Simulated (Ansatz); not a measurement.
**CH₄AlNS: a ladder of functionals and wavefunction methods**

The task here is to estimate one member of a computed series from the others.

The runs use Ansatz 0.2.0, Gaussian basis; functionals in def2-TZVPP, the program's frozen cores in correlated methods.

Levels to be run: LDA (SPW92), PBE-D4, revPBE-D4, BLYP-D4, r2SCAN-D4, B97M-V, PBE0-D4, B3LYP-D4, r2SCANh-D4, r2SCAN0-D4, HSE06-D4, BHLYP-D4, CAM-B3LYP-D4, LC-ωPBE, ωB97X-V, ωB97M-V, B2PLYP, PBE-QIDH; CCSD(T)/def2-SVP; CCSD(T)/def2-TZVPP; MP2/def2-QZVPP; extrapolation to the limit; RPA on PBE.

## Structure used throughout

The geometry comes from an earlier relaxation with PBE0-D4 in a triple-zeta def2 set; it is a stationary point, not always the lowest conformer.

SMILES `C=[N][AlH][SH]`, 8 atoms, charge 0, spin multiplicity 1.

Atoms are counted from 1 here; the program's logs count them from 0.

Bond lengths: C1–N2 1.242 Å, C1–H5 1.101 Å, C1–H6 1.101 Å, N2–Al3 1.742 Å, Al3–S4 2.184 Å, Al3–H7 1.574 Å, S4–H8 1.344 Å. Angles: N2–C1–H5 122.5°, N2–C1–H6 122.5°, H5–C1–H6 115.0°, C1–N2–Al3 179.7°, N2–Al3–S4 116.8°, N2–Al3–H7 120.4°, S4–Al3–H7 122.8°, Al3–S4–H8 92.2°.

Set-up of the first run:

File in.yaml:

```yaml
crystal:
  periodic: [false, false, false]
  atoms:
    - {symbol: C, position_ang: [-0.473689, 1.945014, 0.094108]}
    - {symbol: N, position_ang: [-0.140028, 0.766120, -0.111343]}
    - {symbol: Al, position_ang: [0.336001, -0.884161, -0.404934]}
    - {symbol: S, position_ang: [0.152320, -2.275771, 1.268546]}
    - {symbol: H, position_ang: [0.235257, 2.707024, 0.454446]}
    - {symbol: H, position_ang: [-1.500928, 2.306768, -0.070463]}
    - {symbol: H, position_ang: [0.868306, -1.320034, -1.820113]}
    - {symbol: H, position_ang: [0.614959, -3.301959, 0.533854]}
basis:
  gaussian: {orbitals: def2-TZVPP}
hamiltonian: {xc: lda}
output: {orbitals: {seedname: orbitals}}
```

Run with:

```console
ansatz run in.yaml --threads 2 --pin off --events-out ev --progress --plain --max-ram 4352MiB
```

Among the steps run: LDA; PBE-D4 (GGA); revPBE-D4 (GGA); BLYP-D4 (GGA); r2SCAN-D4 (meta-GGA); B97M-V (meta-GGA); PBE0-D4 (hybrid); B3LYP-D4 (hybrid); r2SCANh-D4 (hybrid); r2SCAN0-D4 (hybrid); HSE06-D4 (hybrid); BHLYP-D4 (hybrid); CAM-B3LYP-D4 (range-separated); LC-ωPBE (range-separated); ωB97X-V (range-separated); ωB97M-V (range-separated); B2PLYP (double hybrid); PBE-QIDH (double hybrid).

One of the session's tables, all rows but one given; the rest of the session is left out.

It belongs to the step «Frontier levels by functional». 

```
  functional  HOMO (eV)  gap (eV)
 LDA (SPW92)      -5.60      3.07
      PBE-D4      -5.48      3.22
   revPBE-D4      -5.43      3.27
     BLYP-D4      -5.36      3.25
   r2SCAN-D4      -5.70      3.69
      B97M-V      -5.80      3.91
     PBE0-D4      -6.74      5.61
    B3LYP-D4          ?         ?
  r2SCANh-D4      -6.18      4.58
  r2SCAN0-D4      -6.90      5.91
    HSE06-D4      -6.34      4.82
    BHLYP-D4      -7.93      8.02
CAM-B3LYP-D4      -8.09      8.17
     LC-ωPBE      -9.44     10.74
     ωB97X-V      -9.09     10.31
     ωB97M-V      -8.98     10.06
```

Estimate the missing values for B3LYP-D4.

Worked estimate for «HOMO (eV)». Against the share of exact exchange, BLYP-D4 (0, -5.36), BHLYP-D4 (0.5, -7.93) give a slope of -5.14 per unit share; at 0.2 the line stands at -6.39.

**Answer.** HOMO (eV): -6.52; gap (eV): 5.15. In «HOMO (eV)» the line misses by +0.13.
